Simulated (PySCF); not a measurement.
# CaBi−: from the state search to spectroscopic constants

The task here is to estimate one member of a computed series from the others.

Computed with PySCF 2.14.0. Level: Ca def2-SVPD, Bi def2-SVPD with ECP60, scalar-relativistic core potentials.

3 further runs of the same task are left out: 3 set aside as unsound or not needed.

The first run:

The job is set up so:

```
atoms                         : Ca, Bi
charge                        : -1
basis                         : Ca def2-SVPD, Bi def2-SVPD with ECP60
Hamiltonian                   : scalar-relativistic core potentials
basis functions               : 59
electrons treated             : 44
masses in u                   : 39.9626, 208.9804
levels                        : PBE0, PBE, r²SCAN, M06, BLYP, PW91, LC-ωPBE
grid                          : 80 radial by 434 angular points
occupations                   : held fixed by the projection of orbital angular momentum
dissociation limit            : Ca + Bi−, each in its ground configuration
starting distance in angstrom : 3.150
values of 2S to try           : 0, 2
```

On the command line:

```bash
OMP_NUM_THREADS=1 python dia.py task.json out
```

Among the steps run: The job; PBE0 along the bond; Excited determinants; PBE (GGA); r²SCAN (meta-GGA); M06; BLYP (GGA); PW91; LC-ωPBE (range-separated hybrid).

One of the session's tables, all rows but one given; the rest of the session is left out.

Energy (eV) from each level's lowest point:

| R (Å) | PBE | PW91 | BLYP | r²SCAN | PBE0 |
| --- | --- | --- | --- | --- | --- |
| 2.586 | 0.605 | 0.589 | 0.663 | 0.625 | 0.622 |
| 2.706 | 0.263 | 0.252 | 0.303 | 0.270 | 0.270 |
| 2.827 | 0.079 | 0.073 | 0.102 | 0.080 | 0.081 |
| 2.917 | 0.016 | 0.013 | 0.027 | 0.016 | 0.017 |
| 3.007 | 0.000 | 0.000 | 0.000 | 0.000 | 0.000 |
| 3.097 | 0.019 | 0.022 | 0.008 | 0.020 | 0.019 |
| 3.217 | ? | ? | ? | ? | ? |
| 3.368 | 0.201 | 0.212 | 0.161 | 0.208 | 0.196 |
| 3.548 | 0.369 | 0.384 | 0.311 | 0.378 | 0.355 |
| 3.789 | 0.596 | 0.615 | 0.519 | 0.606 | 0.568 |

**Question.** Estimate the row for R (Å) = 3.217.

Worked estimate for «PBE». A straight line through the neighbours (3.097, 0.019) and (3.368, 0.201) gives 0.019 + (0.201 − 0.019) × (3.217 − 3.097) / (3.368 − 3.097) = 0.100; a parabola fitted to 4 rows on both sides gives 0.088.

The run gave: PBE: 0.083; PW91: 0.090; BLYP: 0.059; r²SCAN: 0.087; PBE0: 0.081. In «PBE» the line misses by +0.017 and the parabola by +0.005.
